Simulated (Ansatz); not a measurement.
**AlAsH2+ (doublet): the correlation ladder, cc-pVTZ**

One table from this session's results is given with a row withheld; the runs are named, their logs left out.

Program: Ansatz 0.2.0, Gaussian basis. Level of theory: cc-pVTZ, core rule «outside noble gas», up to 19 orbitals frozen. These are calculated values, not measurements.

The runs, in order: UHF; CCSD(T) on ROHF; CCSD(T) on UHF; BCCD(T) on ROHF; CCSDT(Q) on ROHF; CCSDT(Q) on UHF.

16 further runs of the same task are left out: 10 for a known fault of the program, 6 set aside as unsound or not needed.

### The system

The geometry is a PBE0/def2-TZVP stationary point (not a proven minimum) of the parent state, kept for this charge and spin. No spin-orbit coupling is included. The filled d shell of As may be among the frozen orbitals whatever the setting's name suggests; the logs give the count.

4 atoms, charge 1, spin multiplicity 2.

Atoms are counted from 1 here; the program's logs count them from 0.

Bond lengths: Al1–As2 2.470 Å, As2–H3 1.524 Å, As2–H4 1.524 Å. Angles: Al1–As2–H3 96.8°, Al1–As2–H4 96.8°, H3–As2–H4 92.8°.

Set-up of the first run:

The input, in.yaml:

```yaml
crystal:
  periodic: [false, false, false]
  atoms:
    - {symbol: Al, position_ang: [0.036540, 0.000000, 1.832106]}
    - {symbol: As, position_ang: [-0.039784, 0.000000, -0.636952]}
    - {symbol: H, position_ang: [0.989539, 1.103858, -0.849067]}
    - {symbol: H, position_ang: [0.989541, -1.103856, -0.849067]}
basis:
  gaussian: {orbitals: cc-pVTZ}
total_charge: 1
magnetization: {spin_polarized: true, initial_magnetization: 1}
hamiltonian: {xc: hf}
output: {orbitals: {seedname: orbitals}}
```

Run with:

```
$ ansatz run in.yaml --threads 1 --pin off --events-out ev --progress --plain --max-ram 4096MiB --backend cpu
```

Among the steps run: UHF; CCSD(T) on ROHF; CCSD(T) on UHF; BCCD(T) on ROHF; CCSDT(Q) on ROHF; CCSDT(Q) on UHF.

One table of the session follows, with a row left open; its other results are not shown here.

```
   method  from UCCSDT(Q) (meV)
     ROHF                     ?
      UHF               +5675.5
     RMP2               +1122.1
     UMP2               +1160.7
    RCCSD                +279.7
    UCCSD                +261.2
 RCCSD(T)                 +43.8
 UCCSD(T)                 +44.3
  BCCD(T)                 +45.0
   RCCSDT                 +15.2
   UCCSDT                 +11.6
RCCSDT(Q)                  +2.9
UCCSDT(Q)                     0
```

Estimate the missing values for ROHF.

The run gave: from UCCSDT(Q) (meV): +5920.2. In the column «from UCCSDT(Q) (meV)» it is the highest.

Caveats from the session: Restricted and unrestricted rows rest on different reference determinants; where their highest levels disagree by more than a few hundredths of an eV, they describe different states and don't form one ladder.
